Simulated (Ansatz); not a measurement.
# C2H7BClGa: a ladder of functionals and wavefunction methods

One table from this session's results is given with a row withheld; the runs are named, their logs left out.

Computed with Ansatz 0.2.0, Gaussian basis. Level: functionals in def2-TZVPP, the program's frozen cores in correlated methods.

Plan: LDA (SPW92), PBE-D4, revPBE-D4, BLYP-D4, r2SCAN-D4, B97M-V, PBE0-D4, B3LYP-D4, r2SCANh-D4, r2SCAN0-D4, HSE06-D4, BHLYP-D4, CAM-B3LYP-D4, LC-ωPBE, ωB97X-V, ωB97M-V, B2PLYP, PBE-QIDH; CCSD(T)/def2-SVP; CCSD(T)/def2-TZVPP; MP2/def2-QZVPP; extrapolation to the limit; RPA on PBE.

## Structure used throughout

An earlier PBE0-D4 in a triple-zeta def2 set relaxation fixed the geometry.

SMILES `[CH3][Ga]([CH3])[BH]Cl`, 12 atoms, charge 0, spin multiplicity 1.

Atoms are counted from 1 here; the program's logs count them from 0.

Bond lengths: C1–Ga2 1.979 Å, C1–H6 1.095 Å, C1–H7 1.092 Å, C1–H8 1.091 Å, Ga2–C3 1.978 Å, Ga2–B4 2.094 Å, C3–H9 1.091 Å, C3–H10 1.092 Å, C3–H11 1.095 Å, B4–Cl5 1.755 Å, B4–H12 1.197 Å. Angles: Ga2–C1–H6 109.1°, Ga2–C1–H7 111.8°, Ga2–C1–H8 111.9°, H6–C1–H7 106.9°, H6–C1–H8 108.0°, H7–C1–H8 109.0°, C1–Ga2–C3 117.7°, C1–Ga2–B4 120.6°, C3–Ga2–B4 121.7°, Ga2–C3–H9 113.2°, Ga2–C3–H10 110.8°, Ga2–C3–H11 108.7°, H9–C3–H10 109.1°, H9–C3–H11 107.7°, H10–C3–H11 107.1°, Ga2–B4–Cl5 119.0°, Ga2–B4–H12 127.3°, Cl5–B4–H12 113.8°.

Coordinates:

```mol
C2H7BClGa
  3D, bonds by distance, orders not assigned

 12 11  0  0  0  0  0  0  0  0999 V2000
   -1.6374   -0.9391   -0.2418 C   0  0
    0.0599    0.0689   -0.1074 Ga  0  0
    1.4197   -0.5862    1.1706 C   0  0
    0.3743    1.7873   -1.2617 B   0  0
   -0.1228    3.3445   -0.6215 Cl  0  0
   -2.4330   -0.3660    0.2452 H   0  0
   -1.9416   -1.0844   -1.2808 H   0  0
   -1.5737   -1.9118    0.2487 H   0  0
    2.1413    0.1785    1.4605 H   0  0
    0.9454   -0.9889    2.0686 H   0  0
    1.9737   -1.4074    0.7030 H   0  0
    0.8710    1.8493   -2.3494 H   0  0
  1  2  8  0
  2  3  8  0
  2  4  8  0
  4  5  8  0
  1  6  8  0
  1  7  8  0
  1  8  8  0
  3  9  8  0
  3 10  8  0
  3 11  8  0
  4 12  8  0
M  END
```

Set-up of the first run:

Input file in.yaml:

```yaml
crystal:
  periodic: [false, false, false]
  atoms:
    - {symbol: C, position_ang: [-1.637402, -0.939107, -0.241836]}
    - {symbol: Ga, position_ang: [0.059893, 0.068910, -0.107408]}
    - {symbol: C, position_ang: [1.419708, -0.586183, 1.170650]}
    - {symbol: B, position_ang: [0.374256, 1.787337, -1.261674]}
    - {symbol: Cl, position_ang: [-0.122831, 3.344529, -0.621501]}
    - {symbol: H, position_ang: [-2.433027, -0.365953, 0.245199]}
    - {symbol: H, position_ang: [-1.941566, -1.084373, -1.280805]}
    - {symbol: H, position_ang: [-1.573655, -1.911802, 0.248714]}
    - {symbol: H, position_ang: [2.141321, 0.178455, 1.460528]}
    - {symbol: H, position_ang: [0.945358, -0.988864, 2.068639]}
    - {symbol: H, position_ang: [1.973723, -1.407389, 0.703008]}
    - {symbol: H, position_ang: [0.871023, 1.849340, -2.349414]}
basis:
  gaussian: {orbitals: def2-TZVPP}
hamiltonian: {xc: lda}
output: {orbitals: {seedname: orbitals}}
```

Among the steps run: LDA; PBE-D4 (GGA); revPBE-D4 (GGA); BLYP-D4 (GGA); r2SCAN-D4 (meta-GGA); B97M-V (meta-GGA); PBE0-D4 (hybrid); B3LYP-D4 (hybrid); r2SCANh-D4 (hybrid); r2SCAN0-D4 (hybrid); HSE06-D4 (hybrid); BHLYP-D4 (hybrid); CAM-B3LYP-D4 (range-separated); LC-ωPBE (range-separated); ωB97X-V (range-separated); ωB97M-V (range-separated); B2PLYP (double hybrid); PBE-QIDH (double hybrid).

One table of the session follows, with a row left open; its other results are not shown here.

It belongs to the step «Orbital energies across the functionals». 

| functional | HOMO (eV) | LUMO (eV) | gap (eV) |
| --- | --- | --- | --- |
| LDA (SPW92) | -5.83 | -2.99 | 2.84 |
| PBE-D4 | ? | ? | ? |
| revPBE-D4 | -5.65 | -2.62 | 3.03 |
| BLYP-D4 | -5.58 | -2.54 | 3.04 |
| r2SCAN-D4 | -5.94 | -2.46 | 3.49 |
| B97M-V | -6.00 | -2.49 | 3.52 |
| PBE0-D4 | -6.89 | -1.81 | 5.08 |
| B3LYP-D4 | -6.69 | -1.98 | 4.71 |
| r2SCANh-D4 | -6.38 | -2.14 | 4.25 |
| r2SCAN0-D4 | -7.04 | -1.65 | 5.39 |
| HSE06-D4 | -6.49 | -2.19 | 4.30 |
| BHLYP-D4 | -7.98 | -0.77 | 7.22 |
| CAM-B3LYP-D4 | -8.21 | -0.68 | 7.53 |
| LC-ωPBE | -9.54 | 0.45 | 9.99 |
| ωB97X-V | -9.19 | 0.36 | 9.55 |
| ωB97M-V | -9.02 | 0.15 | 9.17 |

Estimate the missing values for PBE-D4.

As computed: HOMO (eV): -5.70; LUMO (eV): -2.73; gap (eV): 2.97. In the column «HOMO (eV)» it lies between LDA (SPW92) (-5.83) and revPBE-D4 (-5.65).
